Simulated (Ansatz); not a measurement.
**GeH5O (doublet): the correlation ladder at distance O1–H3 along a hydrogen transfer = 1.481 Å, cc-pVDZ**

An exercise on one series of results from a longer session: the logs are not shown, and one member is left open.

Program: Ansatz 0.2.0, Gaussian basis. Level of theory: cc-pVDZ, core rule «outside noble gas», up to 15 orbitals frozen. These are calculated values, not measurements.

To be run: UHF; CCSD(T) on ROHF; CCSD(T) on UHF; BCCD(T) on ROHF; CISD; CCSDT(Q) on ROHF; CCSDT(Q) on UHF; CASSCF and MRCISD+Q, 3 electrons in 3 orbitals; CASSCF and NEVPT2, 3 electrons in 3 orbitals.

4 further runs of the same task are left out: 4 that didn't finish.

## What is computed

The geometry derives from fragments relaxed apart (PBE0/def2-TZVP) and kept rigid, so it is no stationary point. A hydrogen atom is moved between rigid fragments. No spin-orbit coupling is included. The filled d shell of Ge may be among the frozen orbitals whatever the setting's name suggests; the logs give the count.

7 atoms, charge 0, spin multiplicity 2.

Atoms are counted from 1 here; the program's logs count them from 0.

Bond lengths: O1–H2 0.960 Å, H3–Ge4 1.739 Å, Ge4–H5 1.539 Å, Ge4–H6 1.539 Å, Ge4–H7 1.539 Å. Angles: H3–Ge4–H5 107.7°, H3–Ge4–H6 107.7°, H3–Ge4–H7 107.7°, H5–Ge4–H6 111.2°, H5–Ge4–H7 111.2°, H6–Ge4–H7 111.2°.

As a file:

```xyz
7
charge 0, multiplicity 2
O    -2.6291   -0.0100    0.0000
H    -2.8785    0.9166    0.0000
H    -1.1481   -0.0100    0.0000
Ge    0.5909   -0.0100    0.0000
H     1.0595   -1.4759    0.0000
H     1.0595    0.7230   -1.2695
H     1.0595    0.7230    1.2695
```

The first run:

in.yaml

```yaml
crystal:
  periodic: [false, false, false]
  atoms:
    - {symbol: O, position_ang: [-2.629147, -0.009969, -0.000001]}
    - {symbol: H, position_ang: [-2.878457, 0.916606, -0.000001]}
    - {symbol: H, position_ang: [-1.148147, -0.009969, -0.000001]}
    - {symbol: Ge, position_ang: [0.590853, -0.009969, 0.000000]}
    - {symbol: H, position_ang: [1.059520, -1.475884, 0.000000]}
    - {symbol: H, position_ang: [1.059522, 0.722988, -1.269519]}
    - {symbol: H, position_ang: [1.059521, 0.722988, 1.269520]}
basis:
  gaussian: {orbitals: cc-pVDZ}
magnetization: {spin_polarized: true, initial_magnetization: 1}
hamiltonian: {xc: hf}
output: {orbitals: {seedname: orbitals}}
```

Launch:

```console
$ ansatz run in.yaml --threads 1 --pin off --events-out ev --progress --plain --max-ram 2502MiB
```

Steps of the session up to this table: UHF; CCSD(T) on ROHF; CCSD(T) on UHF; BCCD(T) on ROHF; CISD; CCSDT(Q) on ROHF; CCSDT(Q) on UHF; CASSCF and MRCISD+Q, 3 electrons in 3 orbitals; CASSCF and NEVPT2, 3 electrons in 3 orbitals.

One of the session's tables, all rows but one given; the rest of the session is left out.

It belongs to the step «Misses and costs». 

```
       method  from UCCSDT(Q) (meV)
         ROHF               +9276.3
          UHF               +9041.8
         RMP2               +1486.8
         UMP2               +1459.4
         CISD               +1126.5
        RCCSD                +220.2
        UCCSD                +213.8
     RCCSD(T)                 +46.6
     UCCSD(T)                 +45.6
      BCCD(T)                 +44.8
       RCCSDT                 +16.4
       UCCSDT                 +14.9
    RCCSDT(Q)                  +1.2
    UCCSDT(Q)                     0
  CASSCF pair               +8662.3
  NEVPT2 pair               +1293.1
  MRCISD pair                     ?
MRCISD+Q pair                +164.2
```

Estimate the missing values for MRCISD pair.

**Answer.** from UCCSDT(Q) (meV): +946.3. In the column «from UCCSDT(Q) (meV)» it lies between RCCSD (+220.2) and CISD (+1126.5).

Limits of these values: Restricted and unrestricted rows rest on different reference determinants; where their highest levels disagree by more than a few hundredths of an eV, they describe different states and don't form one ladder.
